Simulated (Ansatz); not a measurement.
# BaMn2Bi2: the cost of one run

Program: Ansatz 0.2.0. Level of theory: DFT PBE, scalar-relativistic, plane waves, PAW. These are calculated values, not measurements.

**1. The starting structure**

The structure is tetragonal, space group I4/mmm (No. 139). Conventional cell: a = 4.607 Å, b = 4.607 Å, c = 13.769 Å, α = 90.00°, β = 90.00°, γ = 90.00°. Ba (site symmetry 4/mmm) is surrounded by 8 Bi at 3.73 Å and 8 Mn at 4.14 Å. Around Mn (site symmetry -4m2) lie 4 Bi at 2.82 Å. Bi (site symmetry 4mm) has 4 Mn at 2.82 Å as nearest neighbours.

As a file:

```cif
data_structure
_symmetry_space_group_name_H-M 'P 1'
_symmetry_Int_Tables_number 1
_cell_length_a 7.6163
_cell_length_b 7.6163
_cell_length_c 7.6163
_cell_angle_alpha 144.790
_cell_angle_beta 144.790
_cell_angle_gamma 50.648
_cell_volume 146.13
loop_
_atom_site_label
_atom_site_type_symbol
_atom_site_fract_x
_atom_site_fract_y
_atom_site_fract_z
_atom_site_occupancy
Ba1 Ba 0.00000 0.00000 0.00000 1
Mn1 Mn 0.25000 0.75000 0.50000 1
Mn2 Mn 0.75000 0.25000 0.50000 1
Bi1 Bi 0.36873 0.36873 0.00000 1
Bi2 Bi 0.63127 0.63127 0.00000 1
```

An earlier run at PBE left this cell at 29.225 Å³/atom and 0.00 GPa (12×12×12 mesh).

**2. Antiferromagnetic, in the cell as typed**

Input file input.yaml:

```yaml
crystal:
  lattice:
    - [-2.3035697446, 2.3035697446, 6.8843758844]
    - [2.3035697446, -2.3035697446, 6.8843758844]
    - [2.3035697446, 2.3035697446, -6.8843758844]
  atoms:
    - { symbol: Ba, position: [0.0, 0.0, 0.0] }
    - { symbol: Mn, position: [0.25, 0.75, 0.5], spin: 3.5 }
    - { symbol: Mn, position: [0.75, 0.25, 0.5], spin: -3.5 }
    - { symbol: Bi, position: [0.368731515, 0.368731515, 0.0] }
    - { symbol: Bi, position: [0.631268485, 0.631268485, 0.0] }
basis:
  ecutwfc: 420
  ecutrho_ratio: 4
kpoints:
  mp_grid: { grid: [12, 12, 12] }
hamiltonian:
  xc: pbe
scf:
  occupations: { method: gaussian, width: 0.05 }
  lower_state_search: "off"
output:
  forces: true
  stress: true
  eigenvalues: true
  populations: true
magnetization:
  spin_polarized: true
```

On the command line:

```
> ansatz run input.yaml --threads 4 --pin off --max-ram 10240MiB --backend cpu --events-out ev --progress --plain --runs-dir out
```

Q: Estimate wall time and peak memory on 4 threads of Arm Neoverse V1, shared host.

About 1.8 min, with a peak of 1.6 GiB.
